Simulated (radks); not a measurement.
**Os in [Kr] 4d10 4f14 5s2 5p4 5d6 6s2 7s2: an all-electron calculation**

Wanted: eigenvalues, radial structure and energy terms of neutral osmium.

Program: radks (a radial shooting solver on a logarithmic mesh, Libxc functionals) version 1. Level of theory: Dirac Kohn-Sham, PBE, spin-unpolarised, spherical densities, finite nucleus; open shells are shared between the two j in proportion to 2j + 1. These are calculated values, not measurements, unless marked.

### Step 1. What is computed

| Quantity | Value |
| --- | --- |
| element | osmium (Z = 76) |
| charge | 0 |
| electrons | 76 |
| configuration | [Kr] 4d10 4f14 5s2 5p4 5d6 6s2 7s2 |
| nuclear rms radius | 5.4126 fm |

The outer shells:

Os
```
[Kr] core
4d [↑↓][↑↓][↑↓][↑↓][↑↓]
4f [↑↓][↑↓][↑↓][↑↓][↑↓][↑↓][↑↓]
5s [↑↓]
5p [↑↓][↑ ][↑ ]
5d [↑↓][↑ ][↑ ][↑ ][↑ ]
6s [↑↓]
7s [↑↓]
```

### Step 2. The calculation

The run's settings:

```text
Z 76
configuration [Kr] 4d10 4f14 5s2 5p4 5d6 6s2 7s2
relativity Dirac
functional pbe,pbe
spin unpolarised
j_filling average
nucleus finite rms 5.4126 fm
c 137.035999084
```

Command:

```bash
$ python run_ks.py task.json out
```

The same process makes all the runs of this session.

What does the calculation give?

As calculated:

```
                        quantity                   value
                    total energy     -17274.2823 hartree
exchange-correlation share of it                  1.97 %
                            −T/E                  1.1345
          highest occupied level        7s1/2, -2.438 eV
    most extended occupied level  7s1/2, <r> = 6.57 bohr
 radius at density 0.001 e/bohr³               5.93 bohr
    maxima of the radial density                       5
```

7 principal shells are occupied and 5 maxima appear in the radial density; where shells overlap, one shows as a shoulder or not at all. −T/E is 1.135: with relativity the kinetic term as defined here no longer equals −E. This is not the tabulated ground configuration, so its levels and sizes aren't those of the ground state, and no measured value stands beside it.
